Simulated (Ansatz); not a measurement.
# Sb2Ru: the cost of one run

Program: Ansatz 0.2.0. Level of theory: DFT PBEsol, scalar-relativistic, plane waves, PAW. These are calculated values, not measurements.

2 further runs of the same task are left out: 2 set aside as unsound or not needed.

## 1. The system as given

The structure is orthorhombic, space group Pnnm (No. 58). Conventional cell: a = 6.023 Å, b = 6.749 Å, c = 3.226 Å, α = 90.00°, β = 90.00°, γ = 90.00°. Sb (site symmetry m) has 3 Ru at 2.65 to 2.68 Å and 1 Sb at 2.92 Å as nearest neighbours. Ru (site symmetry 2/m) has 6 Sb at 2.65 to 2.68 Å as nearest neighbours.

Structure file:

```cif
data_structure
_symmetry_space_group_name_H-M 'Pnnm'
_symmetry_Int_Tables_number 58
_cell_length_a 6.0235
_cell_length_b 6.7488
_cell_length_c 3.2262
_cell_angle_alpha 90.000
_cell_angle_beta 90.000
_cell_angle_gamma 90.000
_cell_volume 131.15
loop_
_atom_site_label
_atom_site_type_symbol
_atom_site_symmetry_multiplicity
_atom_site_Wyckoff_symbol
_atom_site_fract_x
_atom_site_fract_y
_atom_site_fract_z
_atom_site_occupancy
Sb1 Sb 4 g 0.18235 0.35771 0.00000 1
Ru1 Ru 2 a 0.00000 0.00000 0.00000 1
```

It is the result of an earlier relaxation at this level (volume 21.86 Å³/atom; gap on the mesh: none (metal)).

## 2. Relaxing with PBEsol

Contents of input.yaml:

```yaml
crystal:
  lattice:
    - [6.0234530033, 0.0, 0.0]
    - [0.0, 6.748841915, 0.0]
    - [0.0, 0.0, 3.2262389354]
  atoms:
    - { symbol: Sb, position: [0.1823513395, 0.3577102177, 0.0] }
    - { symbol: Sb, position: [0.8176486605, 0.6422897823, 0.0] }
    - { symbol: Sb, position: [0.6823513395, 0.1422897823, 0.5] }
    - { symbol: Sb, position: [0.3176486605, 0.8577102177, 0.5] }
    - { symbol: Ru, position: [0.0, 0.0, 0.0] }
    - { symbol: Ru, position: [0.5, 0.5, 0.5] }
basis:
  ecutwfc: 420
kpoints:
  mp_grid: { grid: [6, 6, 12] }
hamiltonian:
  xc: pbesol
scf:
  occupations: { method: gaussian, width: 0.1 }
output:
  forces: true
  stress: true
  eigenvalues: true
  write_density: true
  write_potential: true
  elf: true
  volumetric_format: npy
relax:
  adjacent_minimum: "off"
  f_tol: 0.005
  max_steps: 50
  cell: { stress_tol: 0.05 }
```

Launch:

```sh
$ ansatz run input.yaml --threads 4 --pin off --max-ram 10240MiB --backend cpu --events-out ev --progress --plain --runs-dir out
```

Q: Estimate wall time and peak memory on 4 threads of Arm Neoverse V2, shared host.

About 1.8 min, with a peak of 0.9 GiB.
